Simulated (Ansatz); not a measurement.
**CdTe: a single-point run**

The task is a single-point run on CdTe. The structure is shown as the input types it.

Computed with Ansatz 0.2.0 (density functional or hybrid calculation with the settings of its input, plane waves (as first typed), unless a step's input says otherwise).

3 further runs of the same task are left out: 3 that didn't finish.

### Step 1. The structure to begin with

It takes space group F-43m (No. 216, cubic). The conventional cell has a = 6.560 Å, b = 6.560 Å, c = 6.560 Å, α = 90.00°, β = 90.00°, γ = 90.00°. Around Cd (site symmetry -43m) lie 4 Te at 2.84 Å. Te (site symmetry -43m) is surrounded by 4 Cd at 2.84 Å.

Coordinates:

```cif
data_structure
_symmetry_space_group_name_H-M 'F-43m'
_symmetry_Int_Tables_number 216
_cell_length_a 6.5599
_cell_length_b 6.5599
_cell_length_c 6.5599
_cell_angle_alpha 90.000
_cell_angle_beta 90.000
_cell_angle_gamma 90.000
_cell_volume 282.29
loop_
_atom_site_label
_atom_site_type_symbol
_atom_site_symmetry_multiplicity
_atom_site_Wyckoff_symbol
_atom_site_fract_x
_atom_site_fract_y
_atom_site_fract_z
_atom_site_occupancy
Cd1 Cd 4 a 0.00000 0.00000 0.00000 1
Te1 Te 4 d 0.25000 0.25000 0.75000 1
```

### Step 2. The run

Input file input.yaml:

```yaml
crystal:
  lattice:
    - [0.0, 3.2799551172, 3.2799551172]
    - [3.2799551172, 0.0, 3.2799551172]
    - [3.2799551172, 3.2799551172, 0.0]
  atoms:
    - { symbol: Cd, position: [0.0, 0.0, 0.0] }
    - { symbol: Te, position: [0.25, 0.25, 0.25] }
kpoints:
  mp_grid: { grid: [4, 4, 4] }
hamiltonian:
  xc: hse06
scf:
  occupations: { method: gaussian, width: 1.5 }
  n_extra_bands: 4
output:
  forces: true
  stress: true
  eigenvalues: true
```

On the command line:

```console
ansatz run input.yaml --threads 4 --pin off --max-ram 3686MiB --backend cpu --events-out ev --progress --plain --runs-dir out
```

What happens when this is run?

The program finished normally, with warnings (stress exchange threshold loose, stress scf threshold loose). Its log warns: «output.stress: scf.convergence.dr2_threshold = 1e-7 eV (the SCF's general default) is looser than the 2e-10 eV advised for a printed stress (1e-10 eV for each atom of the ...»

In the input, scf.occupations.method is gaussian; scf.occupations.width is 1.5. The width is far wider than usual, so occupations near the Fermi level are blurred and the entropy term grows.

Run again and compare: delete scf.occupations.width (the default then holds) and set scf.occupations.method to fixed.
